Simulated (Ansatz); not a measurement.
# O2Zn2: the cost of one run

Program: Ansatz 0.2.0. Level of theory: the levels named in each step. These are calculated values, not measurements.

## 1. Starting point

Bond lengths: O1–Zn2 1.850 Å, Zn2–O3 1.849 Å, O1–Zn4 1.905 Å, Zn2–Zn4 2.542 Å, O3–Zn4 1.905 Å. Angles: O1–Zn2–O3 96.6°, O1–Zn2–Zn4 48.3°, O3–Zn2–Zn4 48.3°, Zn2–O1–Zn4 85.2°, Zn2–O3–Zn4 85.2°, O1–Zn4–Zn2 46.5°, O1–Zn4–O3 93.0°, Zn2–Zn4–O3 46.5°.

Coordinates:

```xyz
4

O    -1.3673   -0.1915   -0.0539
Zn    0.1448   -1.2544    0.0127
O     1.3749    0.1260    0.0546
Zn   -0.1468    1.2704   -0.0129
```

## 2. A rough first relaxation, PBE-D4/def2-SVPD

File input.yaml:

```yaml
crystal:
  periodic: [false, false, false]
  atoms:
    - { symbol: O, position_ang: [-1.36731, -0.19148, -0.05394] }
    - { symbol: Zn, position_ang: [0.14477, -1.25442, 0.01271] }
    - { symbol: O, position_ang: [1.37486, 0.12601, 0.05461] }
    - { symbol: Zn, position_ang: [-0.14679, 1.27042, -0.01295] }
magnetization:
  spin_polarized: true
  initial_magnetization: 2
basis:
  gaussian: { orbitals: def2-SVPD }
hamiltonian:
  xc: pbe
  dispersion: d4
relax:
  f_tol: 0.03
  max_steps: 200
```

Started as:

```
$ ansatz run input.yaml --threads 4 --pin off --max-ram 10240MiB --backend cpu --events-out ev --progress --plain --runs-dir out
```

Q: Estimate wall time and peak memory on 4 threads of Arm Neoverse N1, shared host.

About 31 s, with a peak of 0.31 GiB.
